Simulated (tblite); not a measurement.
# C6H12Ge2: the cost of one run

The runs use tblite 0.8.0 and PySCF 2.14.0, with density-fitted response routines of our own; the level of theory stands in each step. All values are computed, except where a source is named. Atoms are numbered from 0 throughout.

### Step 1. The starting structure

20 atoms, charge 0, multiplicity 1; geometry from: force field or distance geometry start.

Bonds of the start (Å): C0–C1 1.21, C1–C2 1.44, C2–C3 1.32, C2–C4 1.51, C4–C5 1.52, C5–Ge6 1.95, Ge6–Ge7 2.39, C0–H8 1.05, C3–H9 1.09, C3–H10 1.09, C4–H11 1.12, C4–H12 1.11, C5–H13 1.12, C5–H14 1.11, Ge6–H15 1.56, Ge6–H16 1.55, Ge7–H17 1.56, Ge7–H18 1.55, Ge7–H19 1.55.

### Step 2. Relaxing the molecule with GFN2-xTB

Job settings and geometry (Å):

```
{"job": {"kind": "relax", "xc": "GFN2-xTB", "basis": "xTB"}, "charge": 0, "multiplicity": 1}
C      4.053300     0.259900    -0.922200
C      2.995900    -0.212700    -0.565900
C      1.760700    -0.792900    -0.116300
C      1.742000    -1.991800     0.434300
C      0.469600    -0.029200    -0.328100
C     -0.095900     0.491200     0.986300
Ge    -1.722200     1.516000     0.678300
Ge    -3.397700     0.080900    -0.229200
H      4.966000     0.680900    -1.240700
H      0.809800    -2.456700     0.766700
H      2.659700    -2.554800     0.587500
H     -0.276800    -0.691700    -0.829800
H      0.650400     0.838000    -1.001300
H      0.656300     1.153000     1.480200
H     -0.333000    -0.345600     1.669400
H     -2.226300     2.095300     2.040900
H     -1.430500     2.672900    -0.304100
H     -3.662200    -1.104200     0.744100
H     -2.916000    -0.478900    -1.588500
H     -4.708100     0.881000    -0.434300
```

On the command line:

```console
OMP_NUM_THREADS=1 python probes_run.py task.json out
```

The driver reads the jobs from task.json and runs them one after another.

Q: Estimate the wall time and peak memory of this first job on 1 thread of Arm Neoverse N1, shared host.

About 1.9 s, with a peak of 0.18 GiB.
